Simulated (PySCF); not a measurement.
# C₃H₁₁NSi₂: a tour of settings

Which settings matter for C₃H₁₁NSi₂ (`C=CCN([SiH3])[SiH3]`)?

Programs: PySCF 2.14.0, with density-fitted response routines of our own. Each step states its level of theory. These are calculated values for one molecule in the gas phase, unless marked as measured. Atoms count from 0, in the outputs and in this text.

## Step 1: The molecule as given

17 atoms, charge 0, multiplicity 1; geometry from: GFN2-xTB.

Bonds of the start (Å): C0–C1 1.32, C1–C2 1.50, C2–N3 1.45, N3–Si4 1.74, N3–Si5 1.74, C0–H6 1.08, C0–H7 1.08, C1–H8 1.08, C2–H9 1.10, C2–H10 1.09, Si4–H11 1.46, Si4–H12 1.47, Si4–H13 1.47, Si5–H14 1.47, Si5–H15 1.47, Si5–H16 1.46.

## Step 2: Shielding tensors: PBE0/pcSseg-1

Job settings and geometry (Å):

```
{"job": {"kind": "nmr", "xc": "PBE0", "basis": "pcSseg-1"}, "charge": 0, "multiplicity": 1}
C      2.419398    -0.954440    -0.223645
C      1.600461     0.076341    -0.137149
C      0.371458     0.255016    -0.971752
N     -0.835079     0.247754    -0.158638
Si    -1.392061    -1.319491     0.343296
Si    -1.295992     1.742991     0.591865
H      3.282572    -1.056648     0.412542
H      2.263393    -1.739571    -0.945764
H      1.761404     0.853141     0.599106
H      0.433308     1.211160    -1.503099
H      0.309495    -0.546251    -1.713878
H     -2.721199    -1.121964     0.908697
H     -0.500190    -1.938751     1.331686
H     -1.424632    -2.149744    -0.864111
H     -1.067258     2.786559    -0.411790
H     -0.506332     2.053233     1.792941
H     -2.705745     1.612697     0.939784
```

Level: GIAO PBE0/pcSseg-1 NMR shielding, non-relativistic, gas phase.

The run is started by

```sh
$ OMP_NUM_THREADS=1 python probes_run.py task.json out
```

This one command runs all jobs of the session in turn.

The program printed:

```text
coarse grid: 14392 points
cycle   1  E = -754.0831817277  dE =  4.103e-01  |g| = 4.264e-01  |ddm| = 3.612e+00
cycle   2  E = -754.0526189085  dE =  3.056e-02  |g| = 5.670e-01  |ddm| = 8.984e-01
cycle   3  E = -754.1242022607  dE = -7.158e-02  |g| = 9.259e-02  |ddm| = 5.873e-01
cycle   4  E = -754.1259163522  dE = -1.714e-03  |g| = 2.818e-02  |ddm| = 1.002e-01
cycle   5  E = -754.1261006824  dE = -1.843e-04  |g| = 9.761e-03  |ddm| = 3.012e-02
cycle   6  E = -754.1261213656  dE = -2.068e-05  |g| = 3.563e-03  |ddm| = 9.337e-03
cycle   7  E = -754.1261244693  dE = -3.104e-06  |g| = 2.905e-04  |ddm| = 3.062e-03
final grid: 127560 points
cycle   8  E = -754.1586679365  dE = -2.330e-05  |g| = 6.404e-03  |ddm| = 2.421e-02
cycle   9  E = -754.1586616626  dE =  6.274e-06  |g| = 8.219e-03  |ddm| = 1.351e-02
cycle  10  E = -754.1586780056  dE = -1.634e-05  |g| = 1.365e-03  |ddm| = 8.143e-03
cycle  11  E = -754.1586784281  dE = -4.225e-07  |g| = 2.085e-04  |ddm| = 1.240e-03
cycle  12  E = -754.1586784377  dE = -9.509e-09  |g| = 6.340e-05  |ddm| = 2.170e-04
cycle  13  E = -754.1586784384  dE = -7.676e-10  |g| = 2.862e-05  |ddm| = 6.681e-05
converged SCF energy = -754.1586784384

GIAO shielding tensors (ppm)
atom      isotropic    diamagn.    paramagn.     s11        s22        s33       span
  0 C       64.870     253.983    -189.113    -45.744     80.090    160.263    206.006
  1 C       42.996     259.134    -216.139    -78.047     48.764    158.271    236.318
  2 C      127.025     244.307    -117.283    107.501    124.957    148.616     41.115
  3 N      253.139     328.852     -75.713    232.994    251.462    274.962     41.968
  4 Si     398.323     881.364    -483.041    345.652    374.053    475.264    129.612
  5 Si     394.174     880.909    -486.734    335.238    369.784    477.501    142.262
  6 H       26.296      29.385      -3.090     23.366     25.444     30.078      6.712
  7 H       26.338      31.595      -5.257     22.759     25.948     30.306      7.547
  8 H       25.506      32.960      -7.453     22.391     24.886     29.242      6.851
  9 H       27.848      31.258      -3.410     23.783     27.454     32.306      8.522
 10 H       28.360      32.517      -4.157     24.567     27.268     33.247      8.680
 11 H       27.078      30.537      -3.459     23.366     25.948     31.920      8.554
 12 H       26.967      30.557      -3.590     23.418     25.551     31.932      8.514
 13 H       27.259      30.610      -3.351     24.128     25.050     32.599      8.471
 14 H       27.046      30.029      -2.983     23.917     25.217     32.004      8.087
 15 H       26.801      30.135      -3.333     22.932     24.955     32.517      9.585
 16 H       26.919      30.089      -3.170     23.137     25.626     31.993      8.856
```

Wall time 37 s (1 thread of Intel Xeon Platinum 8375C at 2.90GHz, shared host); peak memory 0.79 GiB.

Shifts follow as δ = σ(reference) − σ, with reference shieldings (ppm) from runs at the same level and on the same kind of geometry: 1H TMS 31.72, 13C TMS 186.9, 29Si TMS 349.2, 15N NH3 267.7. The references are single molecules in the gas phase, so shifts against H2O, NH3, PH3, H3PO4 or CFCl3 are not on the usual liquid scales and can be off by tens of ppm. Atoms listed in one row are averaged.

| atoms | environment | σ (ppm) | δ (ppm) | δ scaled to CDCl3 |
| --- | --- | --- | --- | --- |
| C1 | alkene CH | 43.0 | 143.9 | 138.6 |
| C0 | terminal =CH2 carbon | 64.9 | 122.1 | 117.2 |
| C2 | allylic sp3 CH2 bonded to N | 127.0 | 59.9 | 56.5 |
| H8 | hydrogen on an alkene CH | 25.51 | 6.21 | 5.96 |
| H6 | hydrogen on a terminal =CH2 carbon | 26.30 | 5.42 | 5.22 |
| H7 | hydrogen on a terminal =CH2 carbon | 26.34 | 5.38 | 5.18 |
| H11, H12, H13, H14, H15, H16 | hydrogen on a silicon bonded to N | 27.01 | 4.71 | – |
| H9, H10 | hydrogen on an allylic sp3 CH2 bonded to N | 28.10 | 3.61 | 3.51 |
| N3 | nitrogen bonded to C, 2 Si | 253.1 | 14.6 | – |
| Si4, Si5 | silicon bonded to N, 3 H | 396.2 | -47.1 | – |

The scaled column applies a straight-line fit of computed shieldings to shifts measured in CDCl3 (root-mean-square error 0.16 ppm for H, 1.9 ppm for C).

The run also stored atomic charges by several schemes (e):

| atoms | Mulliken | IAO | Hirshfeld | ESP fit |
| --- | --- | --- | --- | --- |
| C0 | -0.14 | -0.32 | -0.10 | -0.52 |
| C1 | -0.25 | -0.14 | -0.04 | 0.01 |
| C2 | 0.03 | -0.15 | -0.02 | -0.25 |
| N3 | -0.91 | -0.77 | -0.26 | -0.40 |
| Si4, Si5 | 0.63 | 0.73 | 0.34 | 0.45 |

Mayer bond orders: C0–C1 1.98, C1–C2 1.02, C2–N3 0.91, N3–Si4 0.93, N3–Si5 0.94.

The fields below are evaluated on a grid from the run's orbitals.

Frontier orbitals at PBE0/pcSseg-1, with the share of their density that lies nearest to each atom:

| orbital | energy (eV) | lies on |
| --- | --- | --- |
| HOMO | -6.96 | N3 57 %; H12, H15 about 7 % each; C1 6 % |
| LUMO | -0.03 | C0, C1 about 19 % each; N3 7 % |

ELF in a plane through or near 6 of the atoms.

Ten even steps from ' ' (0.00) to '@' (1.00):
```
                                                        
                                                        
                                                        
                                                        
                                    ....                
                  ..::++--      ..::----..              
            ..::::--##@@%%::    ::==----::..            
        ..::====++****%%##..  ....  **::::++++==..      
        ::++##**####--::++..  --==::++++++@@@@@@++      
        ..++**..--%%**++==..==##%%++  --@@@@@@@@%%..    
          --**##++****==  ..**%%##++::==@@@@@@@@##      
          --##%%**--..    ::**##**::      ==**==        
          ::++++::      ..::  ::  --**==                
                      ..++==::##==%%@@@@@@==            
                      ..--==::  ::@@@@@@@@@@..          
                        ..::::..--@@@@@@@@##            
                                  ::**##++              
                                                        
                                                        
                                                        
```
The map spans 11.7 Å across and 10.3 Å up, centred on the molecule. Atoms in the plane (x, y in Å): C0 (-2.6, 0.2), C1 (-1.4, 0.8), Si4 (0.7, -1.8), Si5 (2.0, 1.0), H11 (2.1, -2.2), H16 (3.3, 0.2).

On the surface of density 0.002 e/bohr³ the electrostatic potential runs, from the 1st to the 99th percentile, from -0.59 V near N3 to 1.17 V near H11.

## Step 3: Ultraviolet spectrum: PBE0/def2-SVPD

Same as in step 2 but for these lines:

```diff
@@ -1,2 +1,2 @@
-{"job": {"kind": "nmr", "xc": "PBE0", "basis": "pcSseg-1"}, "charge": 0, "multiplicity": 1}
+{"job": {"kind": "uv", "xc": "PBE0", "basis": "def2-SVPD", "nstates": 6, "ntriplets": 2}, "charge": 0, "multiplicity": 1}
 C      2.419398    -0.954440    -0.223645
```

With the program's defaults for keys left out, this is: TDDFT PBE0/def2-SVPD, vertical, gas phase, core orbitals frozen in the response.

The program printed:

```text
coarse grid: 14392 points
cycle   1  E = -753.7699623964  dE =  3.714e-01  |g| = 4.097e-01  |ddm| = 5.956e+00
cycle   2  E = -753.7374828160  dE =  3.248e-02  |g| = 5.553e-01  |ddm| = 1.597e+00
cycle   3  E = -753.8093930113  dE = -7.191e-02  |g| = 8.978e-02  |ddm| = 9.015e-01
cycle   4  E = -753.8110701938  dE = -1.677e-03  |g| = 3.114e-02  |ddm| = 1.865e-01
cycle   5  E = -753.8113095913  dE = -2.394e-04  |g| = 9.577e-03  |ddm| = 6.517e-02
cycle   6  E = -753.8113311846  dE = -2.159e-05  |g| = 3.159e-03  |ddm| = 1.707e-02
cycle   7  E = -753.8113337000  dE = -2.515e-06  |g| = 3.766e-04  |ddm| = 5.609e-03
final grid: 127560 points
cycle   8  E = -753.9041708845  dE = -2.557e-05  |g| = 6.185e-03  |ddm| = 1.251e-01
cycle   9  E = -753.9041636325  dE =  7.252e-06  |g| = 8.255e-03  |ddm| = 2.245e-02
cycle  10  E = -753.9041807305  dE = -1.710e-05  |g| = 1.337e-03  |ddm| = 1.211e-02
cycle  11  E = -753.9041811666  dE = -4.362e-07  |g| = 1.613e-04  |ddm| = 2.158e-03
cycle  12  E = -753.9041811726  dE = -5.965e-09  |g| = 6.668e-05  |ddm| = 4.915e-04
cycle  13  E = -753.9041811736  dE = -9.888e-10  |g| = 2.850e-05  |ddm| = 1.424e-04
converged SCF energy = -753.9041811736

Static polarisability (au): isotropic 96.346, principal 82.289 93.969 112.780

Singlet excitations
state   eV       nm        f      main configurations
  1   5.5863    221.9   0.01495   H->L 0.96
  2   6.0782    204.0   0.01286   H->L+1 0.96
  3   6.5144    190.3   0.01179   H->L+3 0.78, H->L+2 0.19
  4   6.6506    186.4   0.02937   H->L+2 0.79, H->L+3 0.19
  5   6.9364    178.7   0.00640   H->L+4 0.62, H->L+5 0.26
  6   7.0328    176.3   0.11643   H-1->L 0.65, H-1->L+1 0.25

Triplet excitations (Tamm-Dancoff, eV): 4.4453 5.3376
```

It took 44 s on 1 thread of Intel Xeon Platinum 8375C at 2.90GHz, shared host; peak memory 0.83 GiB.

Frontier orbitals and where they lie:

| orbital | eV | atoms |
| --- | --- | --- |
| HOMO−3 | -9.59 | N3 20 %, Si4 17 %, Si5 13 % |
| HOMO−2 | -9.48 | Si4 22 %, Si5 20 %, H14 13 % |
| HOMO−1 | -7.86 | C0 36 %, C1 35 %, C2 7 % |
| HOMO | -6.97 | N3 51 %, Si5 8 %, Si4 7 % |
| LUMO | -0.12 | C0 23 %, C1 19 %, Si5 10 % |
| LUMO+1 | 0.37 | Si5 16 %, C1 15 %, Si4 15 % |
| LUMO+2 | 0.68 | Si5 28 %, Si4 22 %, H14 7 % |

With each of the 6 states as a Gaussian band of 0.4 eV half-width at 1/e, the curve within the window shown has maxima at 178 nm (ε 5,600) L/(mol cm). Beyond the last state computed it falls off for lack of states. The curve at chosen wavelengths:

nm, ε (L/mol/cm) and a bar:
```
      169       2855 ###############
      172       4281 #######################
      175       5310 ############################
      178       5616 ##############################
      182       4996 ###########################
      185       4136 ######################
      188       3248 #################
      191       2484 #############
      194       1893 ##########
      197       1469 ########
      201       1117 ######
      204        968 #####
      207        882 ####
      210        837 ####
      213        813 ####
      216        795 ####
      220        754 ####
      223        700 ###
      226        625 ###
      229        534 ###
      232        435 ##
      235        338 #
      239        226 #
      242        159 
      245        107 
      248         70
```

Leading natural transition orbitals of singlet state 6: the hole lies on C0, C1 about 35 % each; the particle on 5 H atoms about 9 % each; H13 8 %; Si4, Si5 about 7 % each.

Leading natural transition orbitals of singlet state 1: the hole lies on N3 58 %; H12, H15 about 7 % each; the particle on C0, C1 about 14 % each; N3 7 %; 4 H atoms about 6 % each.

Ground-state properties from the same run:

| property | computed |
| --- | --- |
| dipole moment (D) | 0.56 |
| polarisability (Å³) | 14.28 |
| HOMO–LUMO gap (eV) | 6.85 |
| −ε(HOMO) (eV) | 6.97 |

## Step 4: Nuclear shieldings: PBE/pcSseg-1

Same as in step 3 but for these lines:

```diff
@@ -1,2 +1,2 @@
-{"job": {"kind": "uv", "xc": "PBE0", "basis": "def2-SVPD", "nstates": 6, "ntriplets": 2}, "charge": 0, "multiplicity": 1}
+{"job": {"kind": "nmr", "xc": "PBE", "basis": "pcSseg-1", "pop": true, "grid": 3, "scf": {"conv": 1e-06}}, "charge": 0, "multiplicity": 1}
 C      2.419398    -0.954440    -0.223645
```

Method: GIAO PBE/pcSseg-1 NMR shielding, non-relativistic, gas phase.

The program printed:

```text
final grid: 202504 points
cycle   1  E = -753.9937018835  dE =  3.206e-01  |g| = 5.759e-01  |ddm| = 3.682e+00
cycle   2  E = -753.7931433710  dE =  2.006e-01  |g| = 1.075e+00  |ddm| = 1.832e+00
cycle   3  E = -754.0662598434  dE = -2.731e-01  |g| = 2.152e-01  |ddm| = 1.479e+00
cycle   4  E = -754.0764330951  dE = -1.017e-02  |g| = 6.358e-02  |ddm| = 2.452e-01
cycle   5  E = -754.0772311295  dE = -7.980e-04  |g| = 3.485e-02  |ddm| = 7.804e-02
cycle   6  E = -754.0775311604  dE = -3.000e-04  |g| = 1.057e-02  |ddm| = 3.342e-02
cycle   7  E = -754.0775598507  dE = -2.869e-05  |g| = 1.335e-03  |ddm| = 1.075e-02
cycle   8  E = -754.0775603330  dE = -4.823e-07  |g| = 4.255e-04  |ddm| = 2.117e-03
converged SCF energy = -754.0775603330

GIAO shielding tensors (ppm)
atom      isotropic    diamagn.    paramagn.     s11        s22        s33       span
  0 C       62.861     253.303    -190.441    -41.209     74.454    155.339    196.548
  1 C       40.376     258.326    -217.950    -74.398     42.925    152.600    226.998
  2 C      119.143     245.428    -126.284     98.455    117.252    141.723     43.268
  3 N      243.799     326.851     -83.052    221.743    241.619    268.035     46.291
  4 Si     384.465     882.381    -497.916    327.716    357.925    467.754    140.038
  5 Si     380.221     881.915    -501.695    316.039    354.534    470.089    154.049
  6 H       26.271      29.384      -3.112     23.461     25.587     29.767      6.306
  7 H       26.331      31.730      -5.399     22.862     26.143     29.988      7.125
  8 H       25.427      33.056      -7.628     22.306     24.893     29.083      6.777
  9 H       27.606      31.199      -3.593     23.790     27.293     31.735      7.944
 10 H       28.229      32.654      -4.425     24.577     27.158     32.951      8.375
 11 H       26.848      30.551      -3.703     23.274     25.767     31.504      8.230
 12 H       26.654      30.636      -3.982     23.170     25.148     31.644      8.473
 13 H       27.034      30.683      -3.649     23.986     24.825     32.290      8.304
 14 H       26.818      30.068      -3.250     23.777     25.021     31.656      7.879
 15 H       26.470      30.180      -3.711     22.609     24.560     32.240      9.631
 16 H       26.674      30.098      -3.424     22.997     25.421     31.605      8.608
```

It took 45 s on 1 thread of Intel Xeon Platinum 8375C at 2.90GHz, shared host; peak memory 0.63 GiB.

This run: δ C1 142.2, C0 119.8, C2 63.5, N3 23.5, H8 6.21, H6 5.37 ppm.

## Step 5: NMR shieldings: PBE0/pcSseg-1

Same as in step 4 but for these lines:

```diff
@@ -1,2 +1,2 @@
-{"job": {"kind": "nmr", "xc": "PBE", "basis": "pcSseg-1", "pop": true, "grid": 3, "scf": {"conv": 1e-06}}, "charge": 0, "multiplicity": 1}
+{"job": {"kind": "nmr", "xc": "PBE0", "basis": "pcSseg-1", "pop": true, "scf": {"guess": "vsap"}}, "charge": 0, "multiplicity": 1}
 C      2.419398    -0.954440    -0.223645
```

Method: GIAO PBE0/pcSseg-1 NMR shielding, non-relativistic, gas phase.

The program printed:

```text
final grid: 127560 points
cycle   1  E = -741.7298244168  dE =  1.042e+01  |g| = 5.100e+00  |ddm| = 3.528e+01
cycle   2  E = -696.8576593502  dE =  4.487e+01  |g| = 1.495e+01  |ddm| = 3.709e+01
cycle   3  E = -731.0158078675  dE = -3.416e+01  |g| = 9.194e+00  |ddm| = 9.382e+00
cycle   4  E = -746.2558320651  dE = -1.524e+01  |g| = 5.287e+00  |ddm| = 6.423e+00
cycle   5  E = -749.3224491347  dE = -3.067e+00  |g| = 3.268e+00  |ddm| = 6.860e+00
cycle   6  E = -751.7965906141  dE = -2.474e+00  |g| = 2.142e+00  |ddm| = 6.461e+00
cycle   7  E = -753.9061298230  dE = -2.110e+00  |g| = 9.650e-01  |ddm| = 2.885e+00
cycle   8  E = -754.1024738513  dE = -1.963e-01  |g| = 4.564e-01  |ddm| = 1.194e+00
cycle   9  E = -754.1531939635  dE = -5.072e-02  |g| = 1.355e-01  |ddm| = 4.416e-01
cycle  10  E = -754.1582410564  dE = -5.047e-03  |g| = 4.229e-02  |ddm| = 2.211e-01
cycle  11  E = -754.1586336032  dE = -3.925e-04  |g| = 1.384e-02  |ddm| = 4.640e-02
cycle  12  E = -754.1586769878  dE = -4.338e-05  |g| = 2.480e-03  |ddm| = 1.427e-02
cycle  13  E = -754.1586783199  dE = -1.332e-06  |g| = 7.491e-04  |ddm| = 3.111e-03
cycle  14  E = -754.1586784230  dE = -1.031e-07  |g| = 2.459e-04  |ddm| = 8.639e-04
cycle  15  E = -754.1586784382  dE = -1.524e-08  |g| = 3.569e-05  |ddm| = 2.964e-04
cycle  16  E = -754.1586784386  dE = -3.133e-10  |g| = 1.590e-05  |ddm| = 7.330e-05
converged SCF energy = -754.1586784386

GIAO shielding tensors (ppm)
atom      isotropic    diamagn.    paramagn.     s11        s22        s33       span
  0 C       64.869     253.984    -189.115    -45.743     80.094    160.256    205.998
  1 C       42.997     259.134    -216.137    -78.046     48.763    158.273    236.319
  2 C      127.027     244.307    -117.280    107.504    124.959    148.619     41.115
  3 N      253.134     328.853     -75.719    232.991    251.455    274.956     41.965
  4 Si     398.322     881.364    -483.042    345.651    374.052    475.263    129.612
  5 Si     394.174     880.909    -486.735    335.237    369.784    477.499    142.262
  6 H       26.296      29.386      -3.089     23.366     25.444     30.078      6.712
  7 H       26.338      31.595      -5.257     22.759     25.948     30.306      7.546
  8 H       25.506      32.960      -7.453     22.391     24.886     29.242      6.851
  9 H       27.848      31.258      -3.410     23.783     27.454     32.306      8.523
 10 H       28.361      32.517      -4.156     24.567     27.268     33.247      8.680
 11 H       27.078      30.537      -3.459     23.366     25.948     31.920      8.554
 12 H       26.967      30.557      -3.590     23.418     25.551     31.932      8.514
 13 H       27.259      30.610      -3.351     24.128     25.050     32.599      8.470
 14 H       27.046      30.029      -2.983     23.917     25.217     32.003      8.087
 15 H       26.801      30.135      -3.333     22.932     24.955     32.517      9.585
 16 H       26.919      30.089      -3.170     23.137     25.626     31.993      8.856
```

It took 40 s on 1 thread of Intel Xeon Platinum 8375C at 2.90GHz, shared host; peak memory 0.78 GiB.

In short: δ C1 143.9, C0 122.1, C2 59.9, N3 14.6, H8 6.21, H6 5.42 ppm.

(Part 1 of 2 ends here.)
